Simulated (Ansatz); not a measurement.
**C2H9GeNSi: how energies converge with the basis set**

An exercise on one series of results from a longer session: the logs are not shown, and one member is left open.

The runs use Ansatz 0.2.0, Gaussian basis; one geometry, several basis sets.

Plan: PBE0-D4/def2-SVP; ωB97M-V/def2-SVP; PBE0-D4/def2-QZVPP; ωB97M-V/def2-QZVPP; the functionals' def2-TZVPP values are taken from earlier runs.

3 further runs of the same task are left out: 1 that didn't finish, 2 set aside as unsound or not needed.

**The geometry**

All runs share one geometry, relaxed beforehand with PBE0-D4 in a triple-zeta def2 set.

SMILES `C=C[SiH2][NH][GeH3]`, 14 atoms, charge 0, spin multiplicity 1.

Atoms are counted from 1 here; the program's logs count them from 0.

Bond lengths: C1–C2 1.331 Å, C1–H6 1.087 Å, C1–H7 1.087 Å, C2–Si3 1.858 Å, C2–H8 1.089 Å, Si3–N4 1.719 Å, Si3–H9 1.494 Å, Si3–H10 1.489 Å, N4–Ge5 1.837 Å, N4–H11 1.010 Å, Ge5–H12 1.534 Å, Ge5–H13 1.539 Å, Ge5–H14 1.543 Å. Angles: C2–C1–H6 122.6°, C2–C1–H7 121.4°, H6–C1–H7 116.1°, C1–C2–Si3 122.2°, C1–C2–H8 118.3°, Si3–C2–H8 119.4°, C2–Si3–N4 111.6°, C2–Si3–H9 105.7°, C2–Si3–H10 111.6°, N4–Si3–H9 113.9°, N4–Si3–H10 105.6°, H9–Si3–H10 108.6°, Si3–N4–Ge5 128.1°, Si3–N4–H11 116.7°, Ge5–N4–H11 114.3°, N4–Ge5–H12 107.0°, N4–Ge5–H13 108.5°, N4–Ge5–H14 111.7° and more.

The first run:

in.yaml reads:

```yaml
crystal:
  periodic: [false, false, false]
  atoms:
    - {symbol: C, position_ang: [-1.550203, 0.003942, 2.554039]}
    - {symbol: C, position_ang: [-0.723625, 0.565285, 1.674913]}
    - {symbol: Si, position_ang: [0.310288, -0.441143, 0.503547]}
    - {symbol: N, position_ang: [-0.026709, -0.046142, -1.135078]}
    - {symbol: Ge, position_ang: [1.165197, 0.163975, -2.517558]}
    - {symbol: H, position_ang: [-2.157270, 0.587501, 3.241213]}
    - {symbol: H, position_ang: [-1.652008, -1.076068, 2.625602]}
    - {symbol: H, position_ang: [-0.663402, 1.652533, 1.643215]}
    - {symbol: H, position_ang: [0.038217, -1.868707, 0.849427]}
    - {symbol: H, position_ang: [1.763336, -0.175584, 0.687955]}
    - {symbol: H, position_ang: [-0.993975, -0.087494, -1.422331]}
    - {symbol: H, position_ang: [2.511156, 0.552774, -1.893001]}
    - {symbol: H, position_ang: [0.642550, 1.274085, -3.446862]}
    - {symbol: H, position_ang: [1.323447, -1.134157, -3.336383]}
basis:
  gaussian: {orbitals: def2-SVP}
hamiltonian: {xc: pbe0, dispersion: d4}
output: {orbitals: {seedname: orbitals}}
```

Among the steps run: PBE0-D4 in def2-SVP; ωB97M-V in def2-SVP; PBE0-D4 in def2-QZVPP; ωB97M-V in def2-QZVPP.

One of the session's tables, all rows but one given; the rest of the session is left out.

It belongs to the step «Density functionals: the series». 

| functional | basis | HOMO (eV) |
| --- | --- | --- |
| PBE0-D4 | def2-SVP | -7.07 |
| PBE0-D4 | def2-TZVPP | ? |
| PBE0-D4 | def2-QZVPP | -7.21 |
| ωB97M-V | def2-SVP | -9.32 |
| ωB97M-V | def2-TZVPP | -9.47 |
| ωB97M-V | def2-QZVPP | -9.49 |

**Question.** Estimate the row for PBE0-D4, def2-TZVPP.

**Answer.** HOMO (eV): -7.19. In the column «HOMO (eV)» it lies between PBE0-D4, def2-QZVPP (-7.21) and PBE0-D4, def2-SVP (-7.07).
